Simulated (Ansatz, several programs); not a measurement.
An ordered 4-atom cell of LiBiSe2 on the rocksalt lattice (R-3m), relaxed with r2SCAN in Ansatz (plane waves, PAW): space group R-3m (No. 166), trigonal; a = 4.120 Å, c = 19.840 Å in the conventional setting, 24.30 Å³ an atom. Li is surrounded by 6 Se at 2.85 Å; Bi is surrounded by 6 Se at 2.95 Å; Se is surrounded by 3 Li at 2.85 Å and 3 Bi at 2.95 Å. The cell was then scaled with its shape and fractional coordinates held, which makes it stiffer than a relaxed compression. No spin polarisation and no zero-point or thermal motion; the cell was built from a prototype and may be hypothetical.

| V (Å³/atom) | E (meV/atom) |
| --- | --- |
| 22.844 | 17.27 |
| 24.303 | 0.00 |
| 25.032 | 3.71 |
| 25.761 | 14.04 |

(1) Pass a cubic E = c₀ + c₁u + c₂u² + c₃u³, with u = V − 24.485 Å³, through these points.

(2) Where is the minimum, and what bulk modulus follows?

(3) Predict the energy and the pressure at the withheld volume, 23.573 Å³.

Results:

(1) c₀ = 0.24, c₁ = +2.627, c₂ = 7.076, c₃ = -0.5168 (meV and Å³).

(2) dE/du = 0 at u = -0.182, so V₀ = 24.30 Å³. B = V₀ d²E/dV² = 24.30 × (2c₂ + 6c₃u) = 24.30 × 14.717 = 358 meV/Å³, and 1 meV/Å³ is 0.16022 GPa: 57 GPa. A third-order Birch-Murnaghan fit to all five points gives 24.30 Å³ and 57 GPa.

(3) With u = -0.912: E ≈ 4.12 meV and P = −dE/dV ≈ +1.85 GPa. The run gives 4.07 meV and, from its stress, +1.84 GPa.
